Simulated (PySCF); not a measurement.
# [PrOCl]+: other functionals and bases at one geometry

One table from this session's results is given with a row withheld; the runs are named, their logs left out.

The runs use PySCF 2.14.0; several levels, as the steps say, no spin–orbit coupling.

1 further run of the same task is left out (for a known fault of the program).

### The starting structure

3 atoms, charge 1, spin multiplicity 1.

Bond lengths: Pr1–O2 1.790 Å, Pr1–Cl3 2.423 Å. Angles: O2–Pr1–Cl3 103.7°.

Geometry (Å):

```xyz
3
charge 1, multiplicity 1
Pr    0.2616    0.0000   -0.5190
O     1.6102    0.0000    0.6583
Cl   -1.7186    0.0000    0.8780
```

Formal oxidation states: Pr +4. Each metal's 1 4f electrons lie in its core potential, so multiplicities, spins and levels count the valence alone. An earlier session relaxed this geometry at PBE0, Pr lcecp-2-SVP with ECP47, O def2-SVP, Cl def2-SVP (singlet, point group Cs).

At PBE0 on the finer grid: E = -574.092018 Eh, frontier levels not given, since the 4f levels lie in the core, Mulliken charge on Pr1 +1.37 e, largest force component 0.012 eV/Å. 

Levels to run: BLYP; BP86; PBE0, TZVP. Hardware: 2 threads of Arm Neoverse V2, shared host.

Set-up of the first run:

The input, run.py (the lines that set the calculation):

```python
mol = gto.M(atom='''
Pr     0.26159     0.00000    -0.51898
O      1.61020     0.00000     0.65830
Cl    -1.71862     0.00000     0.87798''',
    basis={'Pr': 'lcecp-2-SVP', 'O': 'def2-SVP', 'Cl': 'def2-SVP'},
    ecp={'Pr': 'lcecp-2-SVP'},
    charge=1, spin=0)
mf = dft.RKS(mol, xc='BLYP')
mf.grids.atom_grid = (75, 302)  # f atoms: unpruned, at least (60, 302)
mf = mf.density_fit()  # fitting sets: Pr AutoAux, O def2-universal-JKFIT, Cl def2-universal-JKFIT
mf.conv_tol = 1e-08; mf.max_cycle = 55
mf.kernel(dm0)  # dm0: the density of the relaxed state
```

Run with:

```
$ OMP_NUM_THREADS=2 python run.py
```

Steps of the session up to this table: BLYP; BP86; PBE0, TZVP.

One table of the session follows, with a row left open; its other results are not shown here.

```
              level  charge on Pr1 (e)  dipole (D)  largest force component (eV/Å)
PBE0 (relaxed here)               1.37        6.53                            0.01
               BLYP               1.21        5.88                            1.63
               BP86                  ?           ?                               ?
         PBE0, TZVP               1.68        6.51                            0.25
```

Q: Estimate the row for BP86 from the others.

As computed: charge on Pr1 (e): 1.24; dipole (D): 5.93; largest force component (eV/Å): 1.16. In the column «charge on Pr1 (e)» it lies between BLYP (1.21) and PBE0 (relaxed here) (1.37).

The dipole of a charged species depends on the origin, so these sizes hold for this origin alone.

The largest leftover force, 1.63 eV/Å with BLYP, stands at a geometry relaxed at another level. With 4f in the core, its levels are missing from HOMO and gap, and its count is fixed, so no charge can pass from the ligands into it. Total energies of different levels can't be compared.
